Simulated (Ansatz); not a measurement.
# CH2Se (methaneselone) at RPA@PBE0/def2-TZVPP

Aim: the vertical singlet–triplet gap of CH2Se (methaneselone) at RPA@PBE0/def2-TZVPP, from 2 runs. 

The calculation is run with Ansatz 0.2.0.

47 further runs of the same task are left out: 47 set aside as unsound or not needed.

## Step 1: Starting point

CH2Se has 4 atoms, charge 0, and is taken as a singlet. As SMILES, `C=[Se]`. Geometry: relaxed at PBE0-D4/def2-TZVP.

Bond lengths: C1–Se2 1.741 Å, C1–H3 1.087 Å, C1–H4 1.087 Å. Angles: Se2–C1–H3 121.8°, Se2–C1–H4 121.8°, H3–C1–H4 116.4°.

## Step 2: The energy at RPA@PBE0/def2-TZVPP

in.yaml reads:

```yaml
crystal:
  periodic: [false, false, false]
  atoms:
    - {symbol: C, position_ang: [-0.129440, -0.027430, -0.068180]}
    - {symbol: Se, position_ang: [1.384110, 0.293380, 0.729180]}
    - {symbol: H, position_ang: [-0.586530, -1.013730, -0.053570]}
    - {symbol: H, position_ang: [-0.668140, 0.747780, -0.607410]}
basis:
  gaussian:
    orbitals: def2-TZVPP
hamiltonian:
  xc: {name: PBE0}
correlation:
  method: rpa
  frozen_orbitals: {C: 1, H: 0, Se: 9}
accuracy: high
```

Launch:

```bash
ansatz run in.yaml --threads 1 --pin off --max-ram 3480MiB --events-out events.jsonl --progress --plain --runs-dir runs
```

What it wrote:

```text
Warning: RAYON_NUM_THREADS=1 ignored (pool sized by the plan → 1); use --threads N
Functional definition: PBE0
  name "PBE0"
  parameter a = 0.25
  parameter kappa = 0.804
  parameter beta = 0.06672455060314922
  exchange = (1 - a)*pbe_x(kappa = kappa, mu = beta*pi^2/3) + a*exact_x
  correlation = pbe_c(beta = beta)
1649 factors; integrals over basis functions are off by at most 4.4e-9 eV
mean field evaluation 1: about -66404.1913 eV, gradient 4.6e1 eV
mean field evaluation 2: about -66404.2673 eV, gradient 4.6e1 eV
mean field evaluation 4: about -66409.1275 eV, gradient 8.3e0 eV
mean field evaluation 8: about -66409.3183 eV, gradient 7.7e-1 eV
mean field evaluation 16: about -66409.3196 eV, gradient 1.9e-5 eV
mean field -66409.31964658 eV, -2440.4974831580 hartree, gradient 4.1e-8 eV, S^2 0.000000; 0 other end points of the search recorded, 0 dependent functions left out
10 core orbitals not correlated: weight in the atoms' cores, before any rotation towards them, 1.000 or more for the frozen orbitals, at most 0.000 for the correlated occupied ones
reference -66363.99795624 eV, -2438.8319417583 hartree; 11, 11 occupied and 86, 86 virtual orbitals, 1649 factors
Total energy: -66380.88592861 eV, -2439.4525632960 hartree
```

Wall time 9 s (1 thread of Arm Neoverse V2, shared host); peak memory 0.32 GiB.

## Step 3: The triplet at the same level

molecule.yaml reads:

```yaml
basis:
  gaussian:
    orbitals: def2-TZVPP
crystal:
  periodic: [false, false, false]
  atoms:
    - {symbol: C, position_ang: [-0.129440, -0.027430, -0.068180]}
    - {symbol: Se, position_ang: [1.384110, 0.293380, 0.729180]}
    - {symbol: H, position_ang: [-0.586530, -1.013730, -0.053570]}
    - {symbol: H, position_ang: [-0.668140, 0.747780, -0.607410]}
magnetization:
  spin_polarized: true
  initial_magnetization: 2
hamiltonian:
  xc: {name: PBE0}
correlation:
  method: rpa
  frozen_orbitals: {C: 1, H: 0, Se: 9}
accuracy: high
```

Launch:

```bash
ansatz run molecule.yaml --threads 1 --pin off --max-ram 3480MiB --events-out events.jsonl --progress --plain --runs-dir runs
```

What it wrote (excerpt; [...] marks lines left out):

```text
Warning: RAYON_NUM_THREADS=1 ignored (pool sized by the plan → 1); use --threads N
[... 2 set-up lines as earlier in the session ...]
[...]
1649 factors; integrals over basis functions are off by at most 4.4e-9 eV
[...]
mean field -66407.98089693 eV, -2440.4482850159 hartree, gradient 7.4e-8 eV, S^2 2.007807; 3 other end points of the search recorded, 0 dependent functions left out
10 core orbitals not correlated: weight in the atoms' cores, before any rotation towards them, 1.000 or more for the frozen orbitals, at most 0.000 for the correlated occupied ones
reference -66363.27898362 eV, -2438.8055200019 hartree; 12, 10 occupied and 85, 87 virtual orbitals, 1649 factors
Total energy: -66379.33275694 eV, -2439.3954852897 hartree
```

It took 15 s on 1 thread of Arm Neoverse V2, shared host; peak memory 0.47 GiB.

## Step 4: What came out

At RPA@PBE0/def2-TZVPP, 10 core orbitals frozen:

```
                                        quantity           value
                           singlet: total energy  -2439.45256 Eh
       singlet: RPA correlation energy (valence)      -620.6 mEh
                           triplet: total energy  -2439.39549 Eh
       triplet: RPA correlation energy (valence)      -590.0 mEh
      triplet: ⟨S²⟩ of the reference determinant           2.008
vertical energy of the triplet above the singlet        1.553 eV
```

At this shape the triplet lies 1.55 eV (150 kJ/mol) above the singlet.
